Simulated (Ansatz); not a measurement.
**Hf2TeW2S: further runs on a relaxed guess**

The task, for Hf2TeW2S: compute bands, density of states and charges.

Method: DFT PBE, scalar-relativistic, plane waves, PAW, in Ansatz 0.2.0.

## Step 1: Starting point

The structure is trigonal, space group P-3m1 (No. 164). The conventional cell has a = 4.685 Å, b = 4.685 Å, c = 6.078 Å, α = 90.00°, β = 90.00°, γ = 120.00°. Hf (site symmetry 3m) is surrounded by 1 W at 2.78 Å and 3 S at 2.80 Å and 3 Hf at 3.05 Å. Te (site symmetry -3m) is surrounded by 6 W at 2.74 Å. W (site symmetry 3m) has 3 Te at 2.74 Å and 1 Hf at 2.78 Å and 3 W at 2.85 Å as nearest neighbours. S (site symmetry -3m) has 6 Hf at 2.80 Å as nearest neighbours.

Structure file:

```cif
data_structure
_symmetry_space_group_name_H-M 'P 1'
_symmetry_Int_Tables_number 1
_cell_length_a 4.6849
_cell_length_b 4.6849
_cell_length_c 6.0783
_cell_angle_alpha 90.000
_cell_angle_beta 90.000
_cell_angle_gamma 120.000
_cell_volume 115.54
loop_
_atom_site_label
_atom_site_type_symbol
_atom_site_fract_x
_atom_site_fract_y
_atom_site_fract_z
_atom_site_occupancy
Hf1 Hf 0.33333 0.66667 0.61672 1
Hf2 Hf 0.66667 0.33333 0.38328 1
Te1 Te 0.00000 0.00000 0.00000 1
W1 W 0.33333 0.66667 0.07398 1
W2 W 0.66667 0.33333 0.92602 1
S1 S 0.00000 0.00000 0.50000 1
```

It is the end of an earlier relaxation with the same method, from a generated guess; it needn't be the stable form of this composition. At a tolerance of 0.05 Å it has space group P-3m1 (No. 164); it has 19.26 Å³/atom, an uncorrected energy of +0.28 eV/atom over the elements.

## Step 2: Static run: bands, density of states and charges

Input file input.yaml:

```yaml
crystal:
  lattice:
    - [4.6848938004, 0.0, 0.0]
    - [-2.3424469002, 4.0572370452, 0.0]
    - [0.0, 0.0, 6.0783442858]
  atoms:
    - { symbol: Hf, position: [0.3333333333, 0.6666666667, 0.6167188336] }
    - { symbol: Hf, position: [0.6666666667, 0.3333333333, 0.3832811664] }
    - { symbol: Te, position: [0.0, 0.0, 0.0] }
    - { symbol: W, position: [0.3333333333, 0.6666666667, 0.0739796297] }
    - { symbol: W, position: [0.6666666667, 0.3333333333, 0.9260203703] }
    - { symbol: S, position: [0.0, 0.0, 0.5] }
basis:
  ecutwfc: 420
kpoints:
  mp_grid: { grid: [12, 12, 6] }
  band_path:
    path:
      - [[0.0, 0.0, 0.0], [0.5, 0.0, 0.0], [0.33333333, 0.33333333, 0.0], [0.0, 0.0, 0.0], [0.0, 0.0, 0.5], [0.5, 0.0, 0.5], [0.33333333, 0.33333333, 0.5], [0.0, 0.0, 0.5]]
      - [[0.5, 0.0, 0.5], [0.5, 0.0, 0.0]]
      - [[0.33333333, 0.33333333, 0.5], [0.33333333, 0.33333333, 0.0]]
    npoints: 14
hamiltonian:
  xc: pbe
scf:
  occupations: { method: gaussian, width: 0.1 }
  n_extra_bands: 15
output:
  forces: true
  stress: true
  eigenvalues: true
  populations: true
  dos: { projected: true, de: 0.02, nscf_kmesh: { grid: [15, 15, 8] } }
  bader: true
  write_density: true
  write_potential: true
  elf: true
  volumetric_format: npy
```

Command:

```bash
ansatz run input.yaml --threads 1 --pin off --max-ram 2560MiB --backend cpu --events-out ev --progress --plain --runs-dir out
```

What does the calculation give? Wanted: gap; states at the Fermi level; Bader charges.

The runs gave:

| quantity | value |
| --- | --- |
| gap | none (metal) |
| states at the Fermi level | 7.21 per eV per cell |
| Bader charges | Hf +1.12, Te -0.30, W -0.36, S -1.23 e |

What this shows: It comes out metallic. Of the projected weight within 0.25 eV of the Fermi level, the largest part is Hf 5d (48 %) and W 5d (32 %). Bader charges reach 1.2 e, so charge transfer in this metal is strong. These runs have no spin-orbit coupling; with Hf, Te, W it would split and shift bands.
